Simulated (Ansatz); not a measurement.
# Hf8SeO15: the cost of one run

Program: Ansatz 0.2.0. Level of theory: DFT, PBE, plane-wave PAW, default files, scalar-relativistic, as far as a step names no other. These are calculated values, not measurements.

**1. The starting structure**

It takes space group F-43m (No. 216, cubic). Conventional cell: a = 10.230 Å, b = 10.230 Å, c = 10.230 Å, α = 90.00°, β = 90.00°, γ = 90.00°. Around Hf (site symmetry 3m) lie 7 O at 2.21 Å and 1 Se at 2.21 Å. Hf (site symmetry 3m) has 8 O at 2.21 Å as nearest neighbours. Around Se (site symmetry -43m) lie 4 Hf at 2.21 Å. O (site symmetry 2mm) is surrounded by 4 Hf at 2.21 Å. Around O (site symmetry -43m) lie 4 Hf at 2.21 Å.

As a file:

```cif
data_structure
_symmetry_space_group_name_H-M 'P 1'
_symmetry_Int_Tables_number 1
_cell_length_a 7.2337
_cell_length_b 7.2337
_cell_length_c 7.2337
_cell_angle_alpha 60.000
_cell_angle_beta 60.000
_cell_angle_gamma 60.000
_cell_volume 267.65
loop_
_atom_site_label
_atom_site_type_symbol
_atom_site_fract_x
_atom_site_fract_y
_atom_site_fract_z
_atom_site_occupancy
Hf1 Hf 0.00000 0.00000 0.00000 1
Hf2 Hf 0.00000 0.00000 0.50000 1
Hf3 Hf 0.00000 0.50000 0.00000 1
Hf4 Hf 0.00000 0.50000 0.50000 1
Hf5 Hf 0.50000 0.00000 0.00000 1
Hf6 Hf 0.50000 0.00000 0.50000 1
Hf7 Hf 0.50000 0.50000 0.00000 1
Hf8 Hf 0.50000 0.50000 0.50000 1
Se1 Se 0.12500 0.12500 0.12500 1
O1 O 0.12500 0.12500 0.62500 1
O2 O 0.12500 0.62500 0.12500 1
O3 O 0.12500 0.62500 0.62500 1
O4 O 0.62500 0.12500 0.12500 1
O5 O 0.62500 0.12500 0.62500 1
O6 O 0.62500 0.62500 0.12500 1
O7 O 0.62500 0.62500 0.62500 1
O8 O 0.37500 0.37500 0.37500 1
O9 O 0.37500 0.37500 0.87500 1
O10 O 0.37500 0.87500 0.37500 1
O11 O 0.37500 0.87500 0.87500 1
O12 O 0.87500 0.37500 0.37500 1
O13 O 0.87500 0.37500 0.87500 1
O14 O 0.87500 0.87500 0.37500 1
O15 O 0.87500 0.87500 0.87500 1
```

Atom 9 of the input is the impurity.

**2. Gradients at the starting positions**

Input file input.yaml:

```yaml
crystal:
  lattice:
    - [0.0, 5.115, 5.115]
    - [5.115, 0.0, 5.115]
    - [5.115, 5.115, 0.0]
  atoms:
    - { symbol: Hf, position: [0.0, 0.0, 0.0] }
    - { symbol: Hf, position: [0.0, 0.0, 0.5] }
    - { symbol: Hf, position: [0.0, 0.5, 0.0] }
    - { symbol: Hf, position: [0.0, 0.5, 0.5] }
    - { symbol: Hf, position: [0.5, 0.0, 0.0] }
    - { symbol: Hf, position: [0.5, 0.0, 0.5] }
    - { symbol: Hf, position: [0.5, 0.5, 0.0] }
    - { symbol: Hf, position: [0.5, 0.5, 0.5] }
    - { symbol: Se, position: [0.125, 0.125, 0.125] }
    - { symbol: O, position: [0.125, 0.125, 0.625] }
    - { symbol: O, position: [0.125, 0.625, 0.125] }
    - { symbol: O, position: [0.125, 0.625, 0.625] }
    - { symbol: O, position: [0.625, 0.125, 0.125] }
    - { symbol: O, position: [0.625, 0.125, 0.625] }
    - { symbol: O, position: [0.625, 0.625, 0.125] }
    - { symbol: O, position: [0.625, 0.625, 0.625] }
    - { symbol: O, position: [0.375, 0.375, 0.375] }
    - { symbol: O, position: [0.375, 0.375, 0.875] }
    - { symbol: O, position: [0.375, 0.875, 0.375] }
    - { symbol: O, position: [0.375, 0.875, 0.875] }
    - { symbol: O, position: [0.875, 0.375, 0.375] }
    - { symbol: O, position: [0.875, 0.375, 0.875] }
    - { symbol: O, position: [0.875, 0.875, 0.375] }
    - { symbol: O, position: [0.875, 0.875, 0.875] }
kpoints:
  mp_grid: { grid: [3, 3, 3] }
scf:
  occupations: { method: fermi_dirac, width: 0.01 }
hamiltonian:
  xc: pbe
  pseudopotentials: { kind: paw }
output:
  forces: true
  stress: true
  populations: true
  efg:
    quadrupole_moments_barn: { Hf: 3.365, O: -0.02558 }
    contact_densities: true
```

Run with:

```bash
$ ansatz run input.yaml --threads 1 --pin off --max-ram 3072MiB --backend cpu --events-out ev --progress --plain --runs-dir out
```

What time and memory should one allow on 1 thread of Arm Neoverse V1, shared host?

About 42 s, with a peak of 0.73 GiB.
